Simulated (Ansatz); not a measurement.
# Co3C: the cost of one run

Method: DFT PBEsol, scalar-relativistic, plane waves, PAW, in Ansatz 0.2.0.

5 further runs of the same task are left out: 5 set aside as unsound or not needed.

## 1. The starting structure

The structure is hexagonal, space group P-6m2 (No. 187). Conventional cell: a = 2.456 Å, b = 2.456 Å, c = 20.969 Å, α = 90.00°, β = 90.00°, γ = 120.00°. Around Co (site symmetry 3m) lie 9 Co at 2.41 to 2.46 Å. Co (site symmetry -6m2) is surrounded by 12 Co at 2.41 to 2.46 Å.

Structure file:

```cif
data_structure
_symmetry_space_group_name_H-M 'P-6m2'
_symmetry_Int_Tables_number 187
_cell_length_a 2.4564
_cell_length_b 2.4564
_cell_length_c 20.9694
_cell_angle_alpha 90.000
_cell_angle_beta 90.000
_cell_angle_gamma 120.000
_cell_volume 109.58
loop_
_atom_site_label
_atom_site_type_symbol
_atom_site_symmetry_multiplicity
_atom_site_Wyckoff_symbol
_atom_site_fract_x
_atom_site_fract_y
_atom_site_fract_z
_atom_site_occupancy
Co1 Co 2 h 0.33333 0.66667 0.90681 1
Co2 Co 1 e 0.66667 0.33333 0.00000 1
```

Miller indices refer to the conventional cell of the relaxed bulk, P6_3/mmc (No. 194): a = 2.456 Å, b = 2.456 Å, c = 3.969 Å, α = 90.00°, β = 90.00°, γ = 120.00°.

It is a (001) slab, 4.0 Å thick as cut, with 17 Å of vacuum; its outer planes are Co (top) and Co (bottom). An earlier relaxation, lower half held, gave -15277.2930 eV, work function 5.12 eV.

## 2. C at the top (Co) site

Contents of input.yaml:

```yaml
crystal:
  lattice:
    - [2.4564223054, 0.0, 0.0]
    - [-1.2282111527, 2.1273241189, 0.0]
    - [0.0, 0.0, 22.9694136133]
  atoms:
    - { symbol: Co, position: [0.3333333333, 0.6666666667, 0.3700573355], spin: 1.94 }
    - { symbol: Co, position: [0.6666666667, 0.3333333333, 0.4551380918], spin: 1.89 }
    - { symbol: Co, position: [0.3333333333, 0.6666666667, 0.5402161389], spin: 1.94 }
    - { symbol: C, position: [0.3333333333, 0.6666666667, 0.6281591763], spin: 2.0 }
basis:
  ecutwfc: 420
kpoints:
  mp_grid: { grid: [12, 12, 1] }
hamiltonian:
  xc: pbesol
scf:
  occupations: { method: gaussian, width: 0.1 }
output:
  forces: true
  eigenvalues: true
  populations: true
  write_density: true
  write_potential: true
  elf: true
  volumetric_format: npy
magnetization:
  spin_polarized: true
relax:
  adjacent_minimum: "off"
  f_tol: 0.03
  max_steps: 70
  constraints: [{ sites: [0] }]
efield:
  axis: 3
  dipole_correction: true
  ramp_width: 0.04
```

Started as:

```bash
$ ansatz run input.yaml --threads 1 --pin off --max-ram 2560MiB --backend cpu --events-out ev --progress --plain --runs-dir out
```

Q: Estimate wall time and peak memory on 1 thread of Arm Neoverse V1, shared host.

About 2.8 min, with a peak of 0.43 GiB.
